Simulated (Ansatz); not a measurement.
# CsH4: the cost of one run

Computed with Ansatz 0.2.0 (DFT PBE, scalar-relativistic, plane waves, PAW, unless a step's input says otherwise).

## Step 1: Starting point

It takes space group P6mm (No. 183, hexagonal). Conventional cell: a = 3.799 Å, b = 3.799 Å, c = 7.713 Å, α = 90.00°, β = 90.00°, γ = 120.00°. Cs (site symmetry 6mm) has 1 H at 2.62 Å as nearest neighbours. H (site symmetry 2mm) has 6 H at 1.90 to 1.91 Å as nearest neighbours. Around H (site symmetry 6mm) lie 6 H at 1.91 Å and 1 Cs at 2.62 Å.

Coordinates:

```xyz
5
Lattice="3.7994 0.0000 0.0000 -1.8997 3.2903 0.0000 0.0000 0.0000 7.7130" Properties=species:S:1:pos:R:3 pbc="T T T"
Cs    0.0000    0.0000    4.5814
H     1.8997    0.0000    1.7371
H    -0.9498    1.6452    1.7371
H     0.9498    1.6452    1.7371
H     0.0000    0.0000    1.9653
```

A structure generator made this guess: random cell by space group and Wyckoff sites (P6mm, No. 183). The dimensions are guesses.

## Step 2: Probe: one point on a coarse mesh

Contents of input.yaml:

```yaml
crystal:
  lattice:
    - [3.79935932, 0.0, 0.0]
    - [-1.89967966, 3.29034169, 0.0]
    - [0.0, 0.0, 7.71304806]
  atoms:
    - { symbol: Cs, position: [0.0, 0.0, 0.59398272] }
    - { symbol: H, position: [0.5, 0.0, 0.22521092] }
    - { symbol: H, position: [0.0, 0.5, 0.22521092] }
    - { symbol: H, position: [0.5, 0.5, 0.22521092] }
    - { symbol: H, position: [0.0, 0.0, 0.25480503] }
basis:
  ecutwfc: 420
kpoints:
  mp_grid: { grid: [6, 6, 2] }
hamiltonian:
  xc: pbe
scf:
  occupations: { method: gaussian, width: 0.1 }
  lower_state_search: "off"
output:
  forces: true
  stress: true
  eigenvalues: true
```

Launch:

```
$ ansatz run input.yaml --threads 1 --pin off --max-ram 2048MiB --backend cpu --events-out ev --progress --plain --runs-dir out
```

Q: Estimate wall time and peak memory on 1 thread of Intel Xeon Platinum 8488C (Sapphire Rapids), shared host.

About 1.5 s, with a peak of 0.36 GiB.
